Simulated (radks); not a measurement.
**Zr⁴⁺ in [Kr]: an all-electron calculation**

Wanted: eigenvalues, radial structure and energy terms of the zirconium ion Zr4+.

The numbers are computed with radks (a radial shooting solver on a logarithmic mesh, Libxc functionals) version 1 (Dirac Kohn-Sham, LDA (Slater exchange, Perdew-Wang correlation), spin-unpolarised, spherical densities, finite nucleus), except any that are marked as measured or tabulated.

### 1 Starting point

| Property | Result |
| --- | --- |
| element | zirconium (Z = 40) |
| charge | +4 |
| electrons | 36 |
| configuration | [Kr] |
| nuclear rms radius | 4.2694 fm |

The outer shells:

Zr⁴⁺
```
[Ar] core
3d [↑↓][↑↓][↑↓][↑↓][↑↓]
4s [↑↓]
4p [↑↓][↑↓][↑↓]
```

### 2 The run

The run's settings:

```text
Z 40
configuration [Kr]
relativity Dirac
functional lda,pw
spin unpolarised
j_filling energy
nucleus finite rms 4.2694 fm
c 137.035999084
```

Q: Predict the outcome of this run.

**Answer**, as computed:

```
                        quantity                   value
                    total energy     -3592.12209 hartree
exchange-correlation share of it                  3.03 %
                            −T/E                  1.0331
          highest occupied level       4p3/2, -72.289 eV
    most extended occupied level  4p3/2, <r> = 1.32 bohr
 radius at density 0.001 e/bohr³               2.89 bohr
    maxima of the radial density                       3
         ionisation energy, NIST    80.35 (semi-emp.) eV
```

What this shows: The radial density shows 3 maxima for 4 occupied principal shells; where shells overlap, one shows as a shoulder or not at all. Relativity lifts −T/E to 1.033. Minus the highest eigenvalue, 72.289 eV, is 90 % of the tabulated ionisation energy (80.35 eV); the potential of a semilocal functional falls off too fast, so its top eigenvalue is too shallow. 
